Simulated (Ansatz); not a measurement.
# AlBCl₂H₃N: a ladder of functionals and wavefunction methods

The task here is to estimate one member of a computed series from the others.

Method: functionals in def2-TZVPP, the program's frozen cores in correlated methods; program: Ansatz 0.2.0, Gaussian basis.

Plan: LDA (SPW92), PBE-D4, revPBE-D4, BLYP-D4, r2SCAN-D4, B97M-V, PBE0-D4, B3LYP-D4, r2SCANh-D4, r2SCAN0-D4, HSE06-D4, BHLYP-D4, CAM-B3LYP-D4, LC-ωPBE, ωB97X-V, ωB97M-V, B2PLYP, PBE-QIDH; CCSD(T)/def2-SVP; CCSD(T)/def2-TZVPP; MP2/def2-QZVPP; extrapolation to the limit; RPA on PBE.

## Structure used throughout

The geometry comes from an earlier relaxation with PBE0-D4 in a triple-zeta def2 set; it is a stationary point, not always the lowest conformer.

SMILES `N[BH][Al]([Cl])[Cl]`, 8 atoms, charge 0, spin multiplicity 1.

Atoms are counted from 1 here; the program's logs count them from 0.

Bond lengths: N1–B2 1.384 Å, N1–H6 1.008 Å, N1–H7 1.009 Å, B2–Al3 2.117 Å, B2–H8 1.198 Å, Al3–Cl4 2.096 Å, Al3–Cl5 2.111 Å. Angles: B2–N1–H6 123.6°, B2–N1–H7 123.2°, H6–N1–H7 113.2°, N1–B2–Al3 116.6°, N1–B2–H8 118.1°, Al3–B2–H8 125.3°, B2–Al3–Cl4 127.3°, B2–Al3–Cl5 117.2°, Cl4–Al3–Cl5 115.4°.

Coordinates:

```mol
AlBCl2H3N
  3D, bonds by distance, orders not assigned

  8  7  0  0  0  0  0  0  0  0999 V2000
    0.6245    0.1649    1.3609 N   0  0
    0.7279   -0.4442    0.1220 B   0  0
   -0.7955   -0.0044   -1.2800 Al  0  0
   -0.9691   -0.7321   -3.2384 Cl  0  0
   -2.3257    1.3134   -0.6634 Cl  0  0
   -0.1243    0.7902    1.6145 H   0  0
    1.2945    0.0255    2.1019 H   0  0
    1.6598   -1.1704   -0.0735 H   0  0
  1  2  8  0
  2  3  8  0
  3  4  8  0
  3  5  8  0
  1  6  8  0
  1  7  8  0
  2  8  8  0
M  END
```

Set-up of the first run:

Contents of in.yaml:

```yaml
crystal:
  periodic: [false, false, false]
  atoms:
    - {symbol: N, position_ang: [0.624517, 0.164856, 1.360884]}
    - {symbol: B, position_ang: [0.727861, -0.444158, 0.122032]}
    - {symbol: Al, position_ang: [-0.795546, -0.004439, -1.279987]}
    - {symbol: Cl, position_ang: [-0.969136, -0.732137, -3.238423]}
    - {symbol: Cl, position_ang: [-2.325684, 1.313381, -0.663353]}
    - {symbol: H, position_ang: [-0.124283, 0.790164, 1.614538]}
    - {symbol: H, position_ang: [1.294548, 0.025537, 2.101855]}
    - {symbol: H, position_ang: [1.659824, -1.170405, -0.073544]}
basis:
  gaussian: {orbitals: def2-TZVPP}
hamiltonian: {xc: lda}
output: {orbitals: {seedname: orbitals}}
```

Launch:

```sh
$ ansatz run in.yaml --threads 2 --pin off --events-out ev --progress --plain --max-ram 4352MiB
```

Among the steps run: LDA; PBE-D4 (GGA); revPBE-D4 (GGA); BLYP-D4 (GGA); r2SCAN-D4 (meta-GGA); B97M-V (meta-GGA); B3LYP-D4 (hybrid); r2SCANh-D4 (hybrid); r2SCAN0-D4 (hybrid); HSE06-D4 (hybrid); BHLYP-D4 (hybrid); CAM-B3LYP-D4 (range-separated); LC-ωPBE (range-separated); ωB97X-V (range-separated); ωB97M-V (range-separated); B2PLYP (double hybrid); PBE-QIDH (double hybrid).

One table of the session follows, with a row left open; its other results are not shown here.

It belongs to the step «Frontier levels by functional». 

| functional | HOMO (eV) | LUMO (eV) | gap (eV) |
| --- | --- | --- | --- |
| LDA (SPW92) | -6.72 | -2.94 | 3.77 |
| PBE-D4 | -6.61 | -2.71 | 3.89 |
| revPBE-D4 | -6.55 | -2.62 | 3.94 |
| BLYP-D4 | -6.49 | -2.54 | 3.94 |
| r2SCAN-D4 | -6.85 | -2.54 | 4.31 |
| B97M-V | -6.88 | -2.60 | 4.28 |
| PBE0-D4 | ? | ? | ? |
| B3LYP-D4 | -7.61 | -2.09 | 5.52 |
| r2SCANh-D4 | -7.29 | -2.25 | 5.04 |
| r2SCAN0-D4 | -7.96 | -1.83 | 6.13 |
| HSE06-D4 | -7.41 | -2.30 | 5.11 |
| BHLYP-D4 | -8.93 | -1.05 | 7.88 |
| CAM-B3LYP-D4 | -9.15 | -0.88 | 8.26 |
| LC-ωPBE | -10.47 | 0.17 | 10.64 |
| ωB97X-V | -10.13 | 0.08 | 10.21 |
| ωB97M-V | -9.90 | -0.10 | 9.80 |

**Question.** Estimate the row for PBE0-D4.

As computed: HOMO (eV): -7.81; LUMO (eV): -1.93; gap (eV): 5.88. In the column «HOMO (eV)» it lies between r2SCAN0-D4 (-7.96) and B3LYP-D4 (-7.61).
